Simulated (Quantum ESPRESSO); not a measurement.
AgB2 under changes of volume

One of the cells (8.418 Å³/atom); the others are scaled copies at fixed shape and fractional positions:

```
Ag B
1.0
     3.00000    0.00000    0.00000
    -1.50000    2.59808    0.00000
     0.00000    0.00000    3.24000
Ag B
1 2
Direct
  0.00000 0.00000 0.00000
  0.66667 0.33333 0.50000
  0.33333 0.66667 0.50000
```

```yaml
Program: Quantum ESPRESSO 7.5
Functional: PBE
Potentials_or_basis: SSSP 1.3 efficiency PBE
Cutoff: 816 eV
Density_cutoff: 5987 eV
k_mesh: 10 × 10 × 8
Occupations: fermi-dirac, width 0.05 eV
Spin: no spin polarisation
```

| volume (Å³/atom) | energy over the lowest point (meV/atom) | pressure (GPa) |
| --- | --- | --- |
| 7.913 | 347.26 | 79.9 |
| 8.081 | ? | ? |
| 8.249 | 198.78 | 61.8 |
| 8.418 | 137.91 | 53.9 |
| 8.586 | 84.92 | 46.7 |
| 8.754 | 39.15 | 40.1 |
| 8.923 | 0.00 | 34.1 |

**Question.** What does the run at 8.081 Å³/atom give?

**Answer.** Energy over the lowest point 268.28 meV/atom; pressure 70.5 GPa.

Worked out: A Birch-Murnaghan fit of order 3 (a polynomial in V^(-2/3)) to the other rows has no minimum within the range. It gives 268.32 meV/atom at 8.081 Å³/atom, against the run's 268.28, and -dE/dV = 70.6 GPa, against 70.5.

Energies are extrapolated to zero smearing.

Caveats: the cell as given lies far from equilibrium (some runs).
